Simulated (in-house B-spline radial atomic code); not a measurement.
**Ca⁵⁺: density, ELF and screening along the radius**

How do the shells of Ca⁵⁺ show in real space, and how much do the settings move them?

Method: several methods, spin-polarised, as named in each step; spherical all-electron atom at the radial basis limit. Code: in-house B-spline radial atomic code version 1.

## Step 1: The system

| Property | Result |
| --- | --- |
| element | calcium (Z = 20) |
| charge | +5 |
| electrons | 15 |
| configuration | [Ne] 3s2 3p3 |
| nucleus | point (non-relativistic runs) or finite (X2C runs) |

The outer shells:

[Ne] 3s2 3p3
```
[Ne] core
3s [↑↓]
3p [↑ ][↑ ][↑ ]
```

Where spins are not typed, each open shell is filled with up spins first.

## Step 2: CAM-B3LYP, non-rel.

Settings of the run:

```ini
Z = 20
electrons = 15.0
configuration = [Ne] 3s2 3p3
hamiltonian = nr
method = camb3lyp
spin_polarised = True
```

On the command line:

```
> python run_scf.py task.json out
```

The settings of every run stand in task.json; they run in order.

## Step 3: LDA (VWN5), X2C

Settings of the run:

```ini
Z = 20
electrons = 15.0
configuration = [Ne] 3s2 3p3
hamiltonian = x2c
method = lda,vwn
spin_polarised = True
nucleus = fermi
rms_radius = 3.4776
mass_number = 40
atomic_mass = 39.96259085
speed_of_light = 137.035999084
```

## Step 4: PBE, X2C

The settings differ from step 3 so:

```diff
@@ -4,3 +4,3 @@
 hamiltonian = x2c
-method = lda,vwn
+method = pbe,pbe
 spin_polarised = True
```

## Step 5: Hartree-Fock, X2C

The settings differ from step 4 so:

```diff
@@ -4,3 +4,3 @@
 hamiltonian = x2c
-method = pbe,pbe
+method = hf
 spin_polarised = True
```

Before running: How large is the system in each run, where do the shell borders lie, and what is the highest level?

**Answer**, as computed:

| run | total energy (hartree) | highest level (eV) | radius holding 50 / 90 / 99 % (bohr) | radius at n = 0.001 (bohr) | ELF minima on the full grid (bohr) |
| --- | --- | --- | --- | --- | --- |
| CAM-B3LYP, non-rel. | -669.4983 | -102.22 | 0.374 / 1.28 / 1.99 | 2.51 | 0.14, 0.67 |
| LDA (VWN5), X2C | -670.4777 | -98.180 | 0.373 / 1.27 / 1.98 | 2.50 | 0.12, 0.67 |
| PBE, X2C | -672.1527 | -98.321 | 0.372 / 1.27 / 1.98 | 2.50 | 0.12, 0.67 |
| Hartree-Fock, X2C | -671.7456 | -107.89 | 0.372 / 1.28 / 1.98 | 2.50 | 0.12, 0.67 |

What this shows: In the first run ELF has 2 minima on the grid, which mark the borders between shells. On the record's full grid the screened charge (r times the electrostatic potential) falls from 19.9 near the nucleus to 5.00 at 3.9 bohr; far out it tends to the net charge, 5. The grid is coarse (about 19 % a step), so the places of minima are rough. For X2C runs ELF uses the non-relativistic kinetic energy density, and the fields carry no picture-change correction.
